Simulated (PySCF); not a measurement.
# NbH: bond curves at several levels of theory

An exercise on one series of results from a longer session: the logs are not shown, and one member is left open.

Method: Nb def2-TZVPP with ECP28, H def2-TZVPP, scalar-relativistic core potentials; program: PySCF 2.14.0.

Set-up of the first run:

Settings of the job:

| Property | Result |
| --- | --- |
| atoms | Nb, H |
| charge | 0 |
| basis | Nb def2-TZVPP with ECP28, H def2-TZVPP |
| Hamiltonian | scalar-relativistic core potentials |
| basis functions | 70 |
| electrons treated | 14 |
| masses in u | 92.9064, 1.0078 |
| levels | PBE0, PBE, r²SCAN, B2PLYP, TPSSh, MN15, PBEsol, ωB97X, HF, MP2, SCS-MP2, CCSD, CCSD(T) |
| grid | 80 radial by 434 angular points |
| occupations | held fixed by the projection of orbital angular momentum |
| dissociation limit | Nb + H, each in its ground configuration |
| starting distance in angstrom | 1.680 |
| values of 2S to try | 0, 2, 4, 6, 8 |

Run with:

```
OMP_NUM_THREADS=1 python dia.py task.json out
```

Steps of the session up to this table: The job; PBE0 along the bond; Other states along the same grid; PBE (GGA); r²SCAN; B2PLYP (double hybrid); TPSSh (hybrid meta-GGA); MN15 (hybrid meta-GGA); PBEsol; ωB97X; UHF (mean field); Adding correlation.

One table of the session follows, with a row left open; its other results are not shown here.

It belongs to the step «The curves together». Energy (eV) from each level's lowest point:

| R (Å) | UHF | UHF-MP2 | UHF-SCS-MP2 | UHF-CCSD | UHF-CCSD(T) |
| --- | --- | --- | --- | --- | --- |
| 1.518 | 0.685 | 0.401 | 0.448 | n/a | n/a |
| 1.589 | 0.372 | 0.171 | 0.205 | 0.232 | 0.225 |
| 1.659 | 0.168 | 0.045 | 0.064 | 0.080 | 0.076 |
| 1.712 | 0.074 | 0.004 | 0.013 | 0.021 | 0.019 |
| 1.765 | 0.020 | 0.000 | 0.000 | 0.000 | 0.000 |
| 1.818 | 0.000 | 0.027 | 0.018 | 0.010 | 0.012 |
| 1.889 | ? | ? | ? | ? | ? |
| 1.977 | 0.091 | 0.243 | 0.209 | 0.178 | 0.183 |
| 2.083 | 0.236 | 0.460 | 0.412 | 0.364 | 0.369 |
| 2.224 | 0.493 | 0.794 | 0.732 | n/a | n/a |

**Question.** Estimate the row for R (Å) = 1.889.

Worked estimate for «UHF». A straight line through the neighbours (1.818, 0.000) and (1.977, 0.091) gives 0.000 + (0.091 − 0.000) × (1.889 − 1.818) / (1.977 − 1.818) = 0.041; a parabola fitted to 4 rows on both sides gives 0.021.

The run gave: UHF: 0.016; UHF-MP2: 0.102; UHF-SCS-MP2: 0.082; UHF-CCSD: 0.064; UHF-CCSD(T): 0.067. In «UHF» the line misses by +0.025 and the parabola by +0.005.
